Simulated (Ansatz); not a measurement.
Write a Python script for Ansatz's Python interface that makes a polarisability from point charges of In₂. Settings (for the species named): PBE, def2-SVPD basis, multiplicity 3.

| atom | x (Å) | y (Å) | z (Å) |
| --- | --- | --- | --- |
| In | 0.0000 | 0.0000 | 0.0000 |
| In | 0.0000 | 0.0000 | 2.7800 |

Script `in2_field.py`:
```python
from dataclasses import dataclass

import ansatz as az
import numpy as np


@dataclass(frozen=True)
class Settings:
    basis: str = 'def2-SVPD'
    functional: str = 'PBE'


opts = Settings()


def main() -> None:
    geometry_ang = [
        ('In', (0.0, 0.0, 0.0)),
        ('In', (0.0, 0.0, 2.78)),
    ]
    molecule = az.Crystal.molecule()
    for symbol, xyz in geometry_ang:
        molecule = molecule.atom(symbol, xyz)

    base = molecule.calculation()
    base = base.basis(gaussian=opts.basis).functional(opts.functional)
    base = base.spin('collinear', total=2)
    base = base.forces()
    centre = np.mean([site.position_ang for site in molecule.cartesian_sites], axis=0)
    field = 2 * 14.399645 * 2.0 / 30.0 ** 2


    def dipole(axis, sign):
        arm = 30.0 * np.eye(3)[axis]
        pair = [{'charge': sign * 2.0, 'position_ang': (centre - arm).tolist()}, {'charge': -sign * 2.0, 'position_ang': (centre + arm).tolist()}]
        deck = base.input().set(az.key.basis.gaussian.point_charges, pair)
        return np.array(az.Session.from_dict(deck).plan().execute().report['charge_distribution']['dipole_moment_e_ang'])


    print(f'field {field:.4f} V/A')
    alpha = np.array([(dipole(axis, 1) - dipole(axis, -1)) / (2 * field) * 14.399645 for axis in range(3)])
    print('polarisability tensor (A^3)')
    print(np.array2string(alpha, precision=3, suppress_small=True))
    print(f'mean {np.trace(alpha) / 3:.3f} A^3 = {np.trace(alpha) / 3 / 0.14818471:.2f} bohr^3')


if __name__ == '__main__':
    main()
```

```console
$ python in2_field.py
field 0.0640 V/A
polarisability tensor (A^3)
[[51.43   0.    -0.   ]
 [ 0.    51.43  -0.   ]
 [-0.    -0.    29.456]]
mean 44.105 A^3 = 297.64 bohr^3
```

The geometry is a force-field or estimated start, not a minimum of this method, and the basis set is short of its limit. The field of two point charges is only nearly even. def2 sets replace the cores of elements past krypton by effective core potentials. The species is open-shell (spin multiplicity 3). The spin state was assumed, and another may lie lower. Timing: 2.1 min on 1 thread of Arm Neoverse V1, with other jobs on the host, peak memory 0.22 GiB.

(Lines on the test bed's own set-up are left out of the output.)
